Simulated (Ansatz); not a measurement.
# BrClGeH, SMILES [Cl][GeH][Br]: a ladder of methods at one geometry

Program: Ansatz's Python interface.

Interactive session:
```pycon
>>> import ansatz as az
>>> geometry = (
...     az.Crystal.molecule()
...     .atom("Cl", (-1.8673, 0.3463, -0.4675))
...     .atom("Ge", (0.2355, 0.1821, -0.4335))
...     .atom("Br", (0.7677, -1.8977, 0.425))
...     .atom("H", (0.9197, 1.309, 0.4557))
... )
>>> calc = geometry.calculation().basis(gaussian="def2-SVP").spin("collinear", total=1)
>>> methods = ["mp2", "ccsd", "ccsd_t"]
>>> batch = az.Session.batch([calc.correlation(m).input() for m in methods])
>>> reports = sorted(batch.plan().execute().molecular_reports, key=lambda each: each["member"])
>>> print(f"Hartree-Fock reference {reports[0]['reference_energy_ev'] / 27.211386246:.6f} Ha")
Hartree-Fock reference -5107.198423 Ha
>>> best = reports[-1]["free_energy_ev"] - reports[-1]["reference_energy_ev"]
>>> for method, each in zip(methods, reports):
...     gained = each["free_energy_ev"] - each["reference_energy_ev"]
...     print(f"{method:8s} total {each['free_energy_ev'] / 27.211386246:.6f} Ha  correlation {gained:9.4f} eV  ({100 * gained / best:.1f} % of the last)")
...
mp2      total -5107.766947 Ha  correlation  -15.4703 eV  (95.3 % of the last)
ccsd     total -5107.780427 Ha  correlation  -15.8371 eV  (97.5 % of the last)
ccsd_t   total -5107.795056 Ha  correlation  -16.2352 eV  (100.0 % of the last)
```

Total energies depend on the basis set; only differences at equal settings carry meaning. The geometry is a force-field or estimated start, not a minimum of this method, and the basis set is short of its limit. A lower total doesn't mark the better method: functionals have no common bound, and MP2 and coupled cluster aren't variational. The species is open-shell (spin multiplicity 2). Inner cores stay frozen; a filled d shell under the valence of the heavier atoms is correlated with it.
